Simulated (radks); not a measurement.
# Ionisation of Al: one atom, several choices of functional

The task here is to estimate one member of a computed series from the others.

The numbers are computed with radks (a radial shooting solver on a logarithmic mesh, Libxc functionals) version 1 (Dirac Kohn-Sham, spin-unpolarised, spherical densities, finite nucleus; open shells fill j = l - 1/2 first), except any that are marked as measured or tabulated.

### The system

* element: aluminium (Z = 13)
* charge: 0
* electrons: 13
* configuration: [Ne] 3s2 3p1
* ion: Al⁺, [Ne] 3s2
* choices: exchange-only PBE; PW91; B86b exchange with PBE correlation; OLYP

The first run:

Settings of this run:

```text
Z 13
configuration [Ne] 3s2 3p1
relativity Dirac
functional pbe,
spin unpolarised
j_filling energy
nucleus finite rms 3.061 fm
c 137.035999084
```

Among the steps run: exchange-only PBE: Al; exchange-only PBE: Al⁺; PW91: Al; PW91: Al⁺; B86b exchange with PBE correlation: Al; B86b exchange with PBE correlation: Al⁺; OLYP: Al; OLYP: Al⁺.

One table of the session follows, with a row left open; its other results are not shown here.

```
                        functional  Δ-SCF (eV)  −ε(HOMO) (eV)  <r> HOMO (bohr)
                 exchange-only PBE       5.122          2.140            3.657
                              PW91       5.814          2.749            3.449
B86b exchange with PBE correlation           ?              ?                ?
                              OLYP       5.633          2.573            3.509
```

**Question.** Estimate the row for B86b exchange with PBE correlation.

As computed: Δ-SCF (eV): 5.787; −ε(HOMO) (eV): 2.728; <r> HOMO (bohr): 3.431. In the column «Δ-SCF (eV)» it lies between OLYP (5.633) and PW91 (5.814).

Spin polarisation and multiplet splitting are left out, so open shells lie too high by an amount that depends on their filling.
